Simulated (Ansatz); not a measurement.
**C₄H₇B: a ladder of functionals and wavefunction methods**

How much do the methods differ for C₄H₇B? The plan is to run it at one geometry with functionals of several rungs and with coupled cluster, and see how far each lands from CCSD(T) at the basis-set limit for the atomisation energy.

The runs use Ansatz 0.2.0, Gaussian basis; functionals in def2-TZVPP, the program's frozen cores in correlated methods.

Levels to be run: PBE-D4, r2SCAN-D4, PBE0-D4, B3LYP-D4, ωB97X-V, ωB97M-V, B2PLYP; CCSD(T)/def2-TZVPP; MP2/def2-QZVPP; extrapolation to the limit.

**1. The relaxed structure**

The geometry comes from an earlier relaxation with PBE0-D4 in a triple-zeta def2 set; it is a stationary point, not always the lowest conformer.

SMILES `BC(C)=C=C`, 12 atoms, charge 0, spin multiplicity 1.

Atoms are counted from 1 here; the program's logs count them from 0.

Bond lengths: B1–C2 1.534 Å, B1–H6 1.199 Å, B1–H7 1.194 Å, C2–C3 1.509 Å, C2–C4 1.316 Å, C3–H8 1.093 Å, C3–H9 1.091 Å, C3–H10 1.093 Å, C4–C5 1.297 Å, C5–H11 1.085 Å, C5–H12 1.085 Å. Angles: C2–B1–H6 120.0°, C2–B1–H7 120.0°, H6–B1–H7 120.0°, B1–C2–C3 123.0°, B1–C2–C4 115.4°, C3–C2–C4 121.6°, C2–C3–H8 110.3°, C2–C3–H9 112.2°, C2–C3–H10 110.3°, H8–C3–H9 108.5°, H8–C3–H10 106.9°, H9–C3–H10 108.5°, C2–C4–C5 178.8°, C4–C5–H11 121.1°, C4–C5–H12 121.0°, H11–C5–H12 117.9°.

**2. PBE-D4 (GGA)**

in.yaml

```yaml
crystal:
  periodic: [false, false, false]
  atoms:
    - {symbol: B, position_ang: [0.517084, 1.636124, -0.352105]}
    - {symbol: C, position_ang: [0.141601, 0.247590, 0.180745]}
    - {symbol: C, position_ang: [0.329382, -0.158862, 1.621881]}
    - {symbol: C, position_ang: [-0.366569, -0.579847, -0.707921]}
    - {symbol: C, position_ang: [-0.865251, -1.374824, -1.602852]}
    - {symbol: H, position_ang: [0.976153, 2.459150, 0.389484]}
    - {symbol: H, position_ang: [0.350233, 1.898065, -1.505428]}
    - {symbol: H, position_ang: [-0.204288, 0.528398, 2.282869]}
    - {symbol: H, position_ang: [-0.027483, -1.171436, 1.813750]}
    - {symbol: H, position_ang: [1.386294, -0.106962, 1.895104]}
    - {symbol: H, position_ang: [-1.933055, -1.404263, -1.793002]}
    - {symbol: H, position_ang: [-0.227200, -2.028332, -2.188525]}
basis:
  gaussian: {orbitals: def2-TZVPP}
hamiltonian: {xc: pbe, dispersion: d4}
output: {forces: true, orbitals: {seedname: orbitals}}
```

Command:

```bash
ansatz run in.yaml --threads 4 --pin off --events-out ev --progress --plain --max-ram 10444MiB
```

Further steps of the session: r2SCAN-D4 (meta-GGA); PBE0-D4 (hybrid); B3LYP-D4 (hybrid); ωB97X-V (range-separated); ωB97M-V (range-separated); B2PLYP (double hybrid); CCSD(T) in def2-TZVPP; MP2 in def2-QZVPP.

**Question.** What will the summary of the whole plan be? Wanted: atomisation energy, CCSD(T)/CBS; farthest; mean size of error, hybrid; mean size of error, range-separated; gap, smallest and largest; T1 diagnostic; triples share of the correlation energy.

The runs gave:

| quantity | value |
| --- | --- |
| atomisation energy, CCSD(T)/CBS | 4911.2 kJ/mol |
| functionals within 24.6 kJ/mol (0.5 %) | ωB97X-V, B2PLYP |
| farthest | PBE-D4 (+156.4 kJ/mol) |
| mean size of error, hybrid | 63.2 kJ/mol |
| mean size of error, range-separated | 29.0 kJ/mol |
| gap, smallest and largest | 3.79 eV (PBE-D4), 10.40 eV (ωB97X-V) |
| T1 diagnostic | 0.0117 |
| triples share of the correlation energy | 4.4 % |

In words: PBE-D4 misses by +156.4 kJ/mol. Double hybrids carry the basis error of their MP2 part in triple zeta, and no dispersion term here, so their miss is partly the set-up's. Misses under about 24.6 kJ/mol are within the doubt on the reference itself, which lacks core-valence correlation, relativity and higher excitations. Hartree-Fock recovers 76 % of the binding; the rest is correlation. The gap grows from 3.8 to 10.4 eV across the functionals, mostly with the share of exact exchange.
